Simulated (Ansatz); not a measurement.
Here is an Ansatz 0.2.0 calculation.

Contents of input.yaml:

```yaml
crystal:
  lattice:
    - [6.48991, -6.67692, -0.04765]
    - [6.48991, 6.67692, -0.04765]
    - [-1.96739, 0.0, 5.7522]
  atoms:
    - { symbol: Ba, position: [0.47917, 0.52083, 0.0] }
    - { symbol: Ba, position: [0.79264, 0.20736, 0.0] }
    - { symbol: V, position: [0.65694, 0.94605, 0.25735], spin: 2.0 }
    - { symbol: V, position: [0.05395, 0.34306, 0.74265], spin: 2.0 }
    - { symbol: V, position: [0.57442, 0.42558, 0.5], spin: 2.0 }
    - { symbol: Tl, position: [0.49835, 0.85629, 0.63726] }
    - { symbol: Tl, position: [0.14371, 0.50165, 0.36274] }
    - { symbol: Tl, position: [0.01508, 0.98492, 0.5] }
    - { symbol: Tl, position: [0.30964, 0.12677, 0.21892] }
    - { symbol: Tl, position: [0.87323, 0.69036, 0.78108] }
    - { symbol: O, position: [0.0039, 0.26325, 0.44275] }
    - { symbol: O, position: [0.59719, 0.60676, 0.67706] }
    - { symbol: O, position: [0.91333, 0.4282, 0.84635] }
    - { symbol: O, position: [0.52536, 0.79943, 0.20594] }
    - { symbol: O, position: [0.68766, 0.41628, 0.31356] }
    - { symbol: O, position: [0.09251, 0.20316, 0.88601] }
    - { symbol: O, position: [0.58372, 0.31234, 0.68644] }
    - { symbol: O, position: [0.79684, 0.90749, 0.11399] }
    - { symbol: O, position: [0.5718, 0.08667, 0.15365] }
    - { symbol: O, position: [0.20057, 0.47464, 0.79406] }
    - { symbol: O, position: [0.73675, 0.9961, 0.55725] }
    - { symbol: O, position: [0.39324, 0.40281, 0.32294] }
hamiltonian:
  xc: r2scan
  pseudopotentials: { kind: paw }
magnetization:
  spin_polarized: true
kpoints:
  mp_grid: { grid: [3, 3, 5] }
  band_path:
    path:
      - [[0.0, 0.0, 0.0], [-0.4862046389, -0.4862046389, -0.4268623399], [-0.2574465269, -0.2574465269, -0.5751034931], [-0.714962751, -0.714962751, 0.7213788133], [0.0, 0.0, 0.5], [-0.5, 0.5, 0.5], [-0.7425534731, 0.2574465269, 0.5751034931]]
      - [[-0.285037249, 0.714962751, -0.7213788133], [-0.5137953611, 0.4862046389, -0.5731376601], [-0.5, 0.5, 0.0], [0.0, 0.0, 0.0], [-0.5, 0.0, -0.5]]
      - [[-0.5, 0.0, 0.0], [0.0, 0.0, 0.0]]
    npoints: 10
scf:
  occupations: { method: fermi_dirac, width: 0.05 }
  n_extra_bands: 55
output:
  forces: true
  stress: true
  eigenvalues: true
  fatbands: false
  write_density: true
  write_potential: true
  elf: true
  volumetric_format: npy
```

Potentials or basis: Ansatz PAW.

The run is started by

```bash
$ ansatz run input.yaml --threads 8 --pin off --max-ram 20480MiB --backend cpu --events-out ev --progress --plain --runs-dir out
```

Task: Estimate the largest force.

Result: 0.450 eV/Å.

Task: Predict the net moment.

Result: 0.00 μB per cell.

Levels at the corners of the path, in eV from the valence-band top:
Spin up:
| point | band 94 | band 95 | band 96 | band 97 | band 98 | band 99 | band 100 | band 101 | band 102 | band 103 |
| --- | --- | --- | --- | --- | --- | --- | --- | --- | --- | --- |
| Γ | -0.46 | -0.35 | -0.23 | -0.12 | -0.04 | 3.23 | 3.79 | 4.00 | 4.02 | 4.10 |
| Y | -0.40 | -0.32 | -0.21 | -0.17 | -0.04 | 3.56 | 3.61 | 3.83 | 3.90 | 4.05 |
| F | -0.41 | -0.30 | -0.22 | -0.18 | -0.09 | 3.57 | 3.62 | 3.77 | 3.80 | 4.04 |
| H | -0.38 | -0.36 | -0.23 | -0.18 | -0.07 | 3.57 | 3.65 | 3.80 | 3.93 | 4.02 |
| Z | -0.40 | -0.30 | -0.29 | -0.16 | -0.08 | 3.53 | 3.65 | 3.80 | 3.91 | 4.02 |
| I | -0.38 | -0.29 | -0.21 | -0.17 | -0.05 | 3.57 | 3.58 | 3.85 | 3.91 | 4.03 |
| F1 | -0.41 | -0.30 | -0.22 | -0.18 | -0.09 | 3.57 | 3.62 | 3.77 | 3.80 | 4.04 |
| H1 | -0.38 | -0.36 | -0.23 | -0.18 | -0.07 | 3.57 | 3.65 | 3.80 | 3.93 | 4.02 |
| Y1 | -0.40 | -0.32 | -0.21 | -0.17 | -0.04 | 3.56 | 3.61 | 3.83 | 3.90 | 4.05 |
| X | -0.41 | -0.34 | -0.28 | -0.19 | -0.03 | 3.59 | 3.75 | 3.86 | 3.89 | 4.00 |
| Γ | -0.46 | -0.35 | -0.23 | -0.12 | -0.04 | 3.23 | 3.79 | 4.00 | 4.02 | 4.10 |
| N | -0.38 | -0.29 | -0.25 | -0.18 | -0.07 | 3.59 | 3.61 | 3.75 | 3.84 | 4.03 |
| M | -0.49 | -0.35 | -0.27 | -0.12 | -0.01 | 3.57 | 3.70 | 3.90 | 4.00 | 4.08 |
| Γ | -0.46 | -0.35 | -0.23 | -0.12 | -0.04 | 3.23 | 3.79 | 4.00 | 4.02 | 4.10 |
Spin down:
```
point  band 94  band 95  band 96  band 97  band 98  band 99  band 100  band 101  band 102  band 103
    Γ    -0.46    -0.35    -0.23    -0.12    -0.04     3.23      3.79      4.00      4.02      4.10
    Y    -0.40    -0.32    -0.21    -0.17    -0.04     3.56      3.61      3.82      3.90      4.05
    F    -0.41    -0.30    -0.22    -0.18    -0.09     3.57      3.62      3.77      3.80      4.04
    H    -0.38    -0.36    -0.23    -0.18    -0.07     3.57      3.65      3.80      3.93      4.02
    Z    -0.40    -0.30    -0.29    -0.16    -0.08     3.53      3.65      3.80      3.91      4.02
    I    -0.38    -0.29    -0.21    -0.17    -0.05     3.57      3.58      3.85      3.91      4.03
   F1    -0.41    -0.30    -0.22    -0.18    -0.09     3.57      3.62      3.77      3.80      4.04
   H1    -0.38    -0.36    -0.23    -0.18    -0.07     3.57      3.65      3.80      3.93      4.02
   Y1    -0.40    -0.32    -0.21    -0.17    -0.04     3.56      3.61      3.82      3.90      4.05
    X    -0.41    -0.34    -0.28    -0.19    -0.03     3.59      3.75      3.86      3.89      4.00
    Γ    -0.46    -0.35    -0.23    -0.12    -0.04     3.23      3.79      4.00      4.02      4.10
    N    -0.38    -0.29    -0.25    -0.18    -0.07     3.59      3.61      3.75      3.84      4.03
    M    -0.49    -0.35    -0.27    -0.12    -0.01     3.57      3.70      3.90      4.00      4.08
    Γ    -0.46    -0.35    -0.23    -0.12    -0.04     3.23      3.79      4.00      4.02      4.10
```

Caveat: the magnetic or orbital state may not be the lowest; spin-orbit coupling is left out, which as a rule narrows the gap of such compounds by several tenths of an eV; the PAW data sets come from PBE, with cores solved anew for the run's functional, which leaves a small shift of forces and pressure; the starting moments weren't kept.
